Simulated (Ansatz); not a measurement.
# Pd (hcp type): how the settings move a single-point run

Aim: see which settings change the result for Pd (hcp type), by how much, and at what cost.

Program: Ansatz 0.2.0. Level of theory: reference: DFT, PBEsol, PAW with Ansatz's default frozen-core files, scalar-relativistic. These are calculated values, not measurements.

1 further run of the same task is left out (it didn't finish).

## (1) The starting structure

It takes space group C2/m (No. 12, monoclinic). Conventional cell: a = 4.847 Å, b = 2.798 Å, c = 4.533 Å, α = 90.00°, β = 90.00°, γ = 90.00°. Pd (site symmetry m) has 1 Pd at 2.12 Å as nearest neighbours.

As a file:

```cif
data_structure
_symmetry_space_group_name_H-M 'C2/m'
_symmetry_Int_Tables_number 12
_cell_length_a 4.8469
_cell_length_b 2.7984
_cell_length_c 4.5334
_cell_angle_alpha 90.000
_cell_angle_beta 90.000
_cell_angle_gamma 90.000
_cell_volume 61.49
loop_
_atom_site_label
_atom_site_type_symbol
_atom_site_symmetry_multiplicity
_atom_site_Wyckoff_symbol
_atom_site_fract_x
_atom_site_fract_y
_atom_site_fract_z
_atom_site_occupancy
Pd1 Pd 4 i 0.12667 0.50000 0.19000 1
```

## (2) Baseline

Contents of input.yaml:

```yaml
crystal:
  lattice:
    - [2.7983685316, 0.0, 0.0]
    - [-1.3991842658, 2.4234582375, 0.0]
    - [0.0, 0.0, 4.5333570212]
  atoms:
    - { symbol: Pd, position: [0.2533333333, 0.6266666667, 0.19] }
    - { symbol: Pd, position: [0.7466666667, 0.3733333333, 0.81] }
kpoints:
  mp_grid: { grid: [12, 12, 7] }
scf:
  occupations: { method: fermi_dirac, width: 0.05 }
hamiltonian:
  xc: pbesol
  pseudopotentials: { kind: paw }
output:
  forces: true
  stress: true
  eigenvalues: true
  efg: { contact_densities: true }
  populations: true
```

Run with:

```
$ ansatz run input.yaml --threads 1 --pin off --max-ram 2048MiB --backend cpu --events-out ev --progress --plain --runs-dir out
```

## (3) Changed: hubbard.sites [{species: Pd, l: d, u_eff: 4.0}], hubbard.double_counting fll

Changes to input.yaml since step 2:

```diff
@@ -15,2 +15,3 @@
   pseudopotentials: { kind: paw }
+  hubbard: { sites: [{ species: Pd, l: d, u_eff: 4.0 }], double_counting: fll }
 output:
@@ -21 +22,5 @@
   populations: true
+  write_density: true
+  write_potential: true
+  elf: true
+  volumetric_format: npy
```

**Question.** What will these runs give? Wanted: for each run, ending; energy change; pressure; gap; force.

The runs gave:

| run | ending | energy change | pressure (GPa) | gap (eV) | force (eV/Å) | cycles | time |
| --- | --- | --- | --- | --- | --- | --- | --- |
| reference | converged | 0 | 32.8 | 0.00 | 9.38 | 7 | 5.1 s |
| 1: hubbard.sites [{species: Pd, l: d, u_eff: 4.0}], hubbard.double_counting fll | converged | +1.03 eV/atom (U changed: no physical gain or loss) | 34.8 | 0.00 | 9.64 | 8 | 9.1 s |

Times don't compare one to one where runs were asked for different outputs or read a saved state (see the inputs); cycles may leave out searches for a lower state.

Residual by cycle in the longest SCF loop of each run; runs are numbered as in the table. The quantity is the density residual dr2, in eV.

| cycle | reference | run 1 |
| --- | --- | --- |
| 1 | 0.0374 | 4.52 |
| 2 | 0.00749 | 0.375 |
| 3 | 2.5e-4 | 0.0235 |
| 4 | 1.6e-5 | 0.00237 |
| 5 | 1.4e-6 | 4.2e-4 |
| 6 | 1.1e-7 | 2.2e-5 |
| 7 | 1.6e-8 | 5.0e-7 |
| 8 | - | 3.2e-8 |

What this shows: Changing the Hubbard U moves the energy by +1.03 eV/atom, and the pressure goes from 32.8 to 34.8 GPa and the largest force goes from 9.38 to 9.64 eV/Å. The U term adds an energy of its own, so the shift says nothing about which run is better. A changed U is a change of model: its shifts are not errors of convergence. The structure is not at rest: the sound run finds 33 GPa, so these are no properties of the relaxed crystal. 
